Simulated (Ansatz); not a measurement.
# AlGaH₂ (quintet): from Hartree-Fock to the top rungs, cc-pVDZ

Aim: climb from Hartree-Fock through coupled cluster and multireference methods for AlGaH₂ (quintet) at one geometry and basis, and see what each rung misses.

Program: Ansatz 0.2.0, Gaussian basis. Level of theory: cc-pVDZ, core rule «outside noble gas», up to 19 orbitals frozen. These are calculated values, not measurements.

The runs, in order: UHF; CCSD(T) on ROHF; CCSD(T) on UHF; BCCD(T) on ROHF; CISD; CCSDT(Q) on ROHF; CCSDT(Q) on UHF; CCSDTQ on ROHF; CCSDTQ on UHF; CASSCF and MRCISD+Q, 8 electrons in 10 orbitals; CASSCF and NEVPT2, 8 electrons in 10 orbitals.

15 further runs of the same task are left out: 8 for a known fault of the program, 1 that didn't finish, 6 set aside as unsound or not needed.

### 1 The geometry

The geometry is a PBE0/def2-TZVP stationary point (not a proven minimum) of the parent state, kept for this charge and spin. No spin-orbit coupling is included. The filled d shell of Ga may be among the frozen orbitals whatever the setting's name suggests; the logs give the count.

4 atoms, charge 0, spin multiplicity 5.

Atoms are counted from 1 here; the program's logs count them from 0.

Bond lengths: Al1–Ga2 2.484 Å, Ga2–H3 1.566 Å, Ga2–H4 1.566 Å. Angles: Al1–Ga2–H3 116.1°, Al1–Ga2–H4 116.1°, H3–Ga2–H4 127.9°.

### 2 UHF

File in.yaml:

```yaml
crystal:
  periodic: [false, false, false]
  atoms:
    - {symbol: Al, position_ang: [0.000000, 0.000000, 1.818997]}
    - {symbol: Ga, position_ang: [0.000000, 0.000000, -0.664806]}
    - {symbol: H, position_ang: [0.000000, 1.407254, -1.352806]}
    - {symbol: H, position_ang: [0.000000, -1.407254, -1.352806]}
basis:
  gaussian: {orbitals: cc-pVDZ}
magnetization: {spin_polarized: true, initial_magnetization: 4}
hamiltonian: {xc: hf}
output: {orbitals: {seedname: orbitals}}
```

Started as:

```
> ansatz run in.yaml --threads 1 --pin off --events-out ev --progress --plain --max-ram 4096MiB --backend cpu
```

After this run come: CCSD(T) on ROHF; CCSD(T) on UHF; BCCD(T) on ROHF; CISD; CCSDT(Q) on ROHF; CCSDT(Q) on UHF; CCSDTQ on ROHF; CCSDTQ on UHF; CASSCF and MRCISD+Q, 8 electrons in 10 orbitals; CASSCF and NEVPT2, 8 electrons in 10 orbitals.

Before running them: what should the planned runs give, taken together? Wanted: UCCSDTQ below the RHF energy; RMP2 from UCCSDTQ; UMP2 from UCCSDTQ; RCCSD from UCCSDTQ; RCCSD(T) from UCCSDTQ; UCCSD(T) from UCCSDTQ; RCCSDT(Q) from UCCSDTQ; UCCSDT(Q) from UCCSDTQ; NEVPT2 valence from UCCSDTQ.

**Answer**, as computed:

```
                         quantity                                                                                         value
     UCCSDTQ below the RHF energy                                                                                    -2.8626 eV
                RMP2 from UCCSDTQ                                                                                    +801.4 meV
                UMP2 from UCCSDTQ                                                                                    +793.3 meV
               RCCSD from UCCSDTQ                                                                                     +96.3 meV
            RCCSD(T) from UCCSDTQ                                                                                     +33.0 meV
            UCCSD(T) from UCCSDTQ                                                                                     +28.5 meV
           RCCSDT(Q) from UCCSDTQ                                                                                      +5.2 meV
           UCCSDT(Q) from UCCSDTQ                                                                                      +0.6 meV
      NEVPT2 valence from UCCSDTQ                                                                                    +582.9 meV
    MRCISD+Q valence from UCCSDTQ                                                                                     +15.4 meV
levels within 1 kcal/mol (43 meV)  RCCSD(T), UCCSD(T), BCCD(T), RCCSDT, UCCSDT, RCCSDT(Q), UCCSDT(Q), RCCSDTQ, MRCISD+Q valence
                    T1 diagnostic                                                                                         0.025
   effectively unpaired electrons                                                                                          4.02
```

What this shows: RCCSD(T) misses by +33.0 meV, 1.2 % of the correlation energy. One determinant dominates. Of the multireference levels listed MRCISD+Q valence comes nearest in total energy (+15.4 meV), which doesn't show that its space is the better one. These misses are within one basis, not against nature; the frozen cores of restricted and unrestricted runs differ, which can shift their rows.
